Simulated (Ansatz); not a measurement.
# CH5AlGaNO: the cost of one run

Program: Ansatz 0.2.0, Gaussian basis. Level of theory: the settings change from run to run. These are calculated values, not measurements.

### Step 1. The geometry

An earlier PBE0-D4 in a triple-zeta def2 set relaxation fixed the geometry.

10 atoms, charge 0, spin multiplicity 1.

Atoms are counted from 1 here; the program's logs count them from 0.

Bond lengths: N1–Ga2 1.808 Å, N1–H6 1.006 Å, N1–H7 1.006 Å, Ga2–C3 2.003 Å, Ga2–H8 1.557 Å, C3–O4 1.262 Å, C3–Al5 1.956 Å, O4–Al5 1.928 Å, Al5–H9 1.581 Å, Al5–H10 1.581 Å. Angles: Ga2–N1–H6 123.5°, Ga2–N1–H7 124.4°, H6–N1–H7 112.0°, N1–Ga2–C3 115.2°, N1–Ga2–H8 120.0°, C3–Ga2–H8 124.2°, Ga2–C3–O4 124.5°, Ga2–C3–Al5 165.7°, O4–C3–Al5 69.8°, C3–O4–Al5 72.3°, C3–Al5–O4 37.9°, C3–Al5–H9 116.8°, C3–Al5–H10 117.2°, O4–Al5–H9 112.1°, O4–Al5–H10 112.3°, H9–Al5–H10 125.9°.

### Step 2. wB97X/ANO-RCC-VTZP

This run has finite nuclei, high accuracy, the search for lower states set to light.

The input, in.yaml:

```yaml
crystal:
  periodic: [false, false, false]
  atoms:
    - {symbol: N, position_ang: [-0.383196, 1.172925, 2.144462]}
    - {symbol: Ga, position_ang: [-0.552028, -0.425999, 1.317038]}
    - {symbol: C, position_ang: [-0.049003, -0.440968, -0.621855]}
    - {symbol: O, position_ang: [-0.864745, -0.289459, -1.573120]}
    - {symbol: Al, position_ang: [0.888972, -0.528592, -2.336376]}
    - {symbol: H, position_ang: [-0.543303, 1.309009, 3.127961]}
    - {symbol: H, position_ang: [-0.175805, 2.036842, 1.673644]}
    - {symbol: H, position_ang: [-0.877646, -1.702800, 2.146935]}
    - {symbol: H, position_ang: [1.485953, 0.826243, -2.891036]}
    - {symbol: H, position_ang: [1.070811, -1.957202, -2.987652]}
basis:
  gaussian: {orbitals: ANO-RCC-VTZP, nuclear_model: gaussian}
hamiltonian: {xc: {name: wB97X}}
accuracy: high
scf: {lower_state_search: light}
```

Launch:

```bash
$ ansatz run in.yaml --threads 4 --pin off --events-out ev --progress --plain --max-ram 10444MiB
```

**Question.** How long does this run take on 4 threads of Arm Neoverse V2, shared host, and how much memory does it need?

About 1.7 min, with a peak of 2.7 GiB.
